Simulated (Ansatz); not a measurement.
# Cl₂GaH₃OSi: basis-set convergence

An exercise on one series of results from a longer session: the logs are not shown, and one member is left open.

Method: one geometry, several basis sets; program: Ansatz 0.2.0, Gaussian basis.

Levels to be run: PBE0-D4/def2-SVP; ωB97M-V/def2-SVP; PBE0-D4/def2-QZVPP; ωB97M-V/def2-QZVPP; the functionals' def2-TZVPP values are taken from earlier runs.

## The geometry

An earlier PBE0-D4 in a triple-zeta def2 set relaxation fixed the geometry.

8 atoms, charge 0, spin multiplicity 1.

Atoms are counted from 1 here; the program's logs count them from 0.

Bond lengths: Si1–O2 1.642 Å, Si1–H6 1.488 Å, Si1–H7 1.486 Å, Si1–H8 1.484 Å, O2–Ga3 1.753 Å, Ga3–Cl4 2.116 Å, Ga3–Cl5 2.109 Å. Angles: O2–Si1–H6 111.0°, O2–Si1–H7 109.4°, O2–Si1–H8 108.5°, H6–Si1–H7 109.1°, H6–Si1–H8 109.4°, H7–Si1–H8 109.5°, Si1–O2–Ga3 139.3°, O2–Ga3–Cl4 120.4°, O2–Ga3–Cl5 118.7°, Cl4–Ga3–Cl5 120.9°.

The first run:

in.yaml reads:

```yaml
crystal:
  periodic: [false, false, false]
  atoms:
    - {symbol: Si, position_ang: [-1.145799, -0.148381, 0.888389]}
    - {symbol: O, position_ang: [-0.178420, 0.612935, -0.197542]}
    - {symbol: Ga, position_ang: [1.301444, 0.323809, -1.091395]}
    - {symbol: Cl, position_ang: [2.347716, -1.502144, -0.870406]}
    - {symbol: Cl, position_ang: [2.011961, 1.829700, -2.385335]}
    - {symbol: H, position_ang: [-0.459961, -1.330253, 1.476187]}
    - {symbol: H, position_ang: [-2.389891, -0.595909, 0.211108]}
    - {symbol: H, position_ang: [-1.487050, 0.810253, 1.968994]}
basis:
  gaussian: {orbitals: def2-SVP}
hamiltonian: {xc: pbe0, dispersion: d4}
output: {orbitals: {seedname: orbitals}}
```

On the command line:

```bash
$ ansatz run in.yaml --threads 4 --pin off --events-out ev --progress --plain --max-ram 10444MiB
```

Among the steps run: PBE0-D4 in def2-SVP; ωB97M-V in def2-SVP; PBE0-D4 in def2-QZVPP; ωB97M-V in def2-QZVPP.

One table of the session follows, with a row left open; its other results are not shown here.

It belongs to the step «Functionals by basis». 

| functional | basis | HOMO (eV) | LUMO (eV) |
| --- | --- | --- | --- |
| PBE0-D4 | def2-SVP | -8.95 | -1.57 |
| PBE0-D4 | def2-TZVPP | -9.03 | -1.72 |
| PBE0-D4 | def2-QZVPP | ? | ? |
| ωB97M-V | def2-SVP | -11.19 | 0.43 |
| ωB97M-V | def2-TZVPP | -11.32 | 0.19 |
| ωB97M-V | def2-QZVPP | -11.35 | -0.03 |

Estimate the missing values for PBE0-D4, def2-QZVPP.

**Answer.** HOMO (eV): -9.05; LUMO (eV): -1.81. In the column «HOMO (eV)» it lies between ωB97M-V, def2-SVP (-11.19) and PBE0-D4, def2-TZVPP (-9.03).
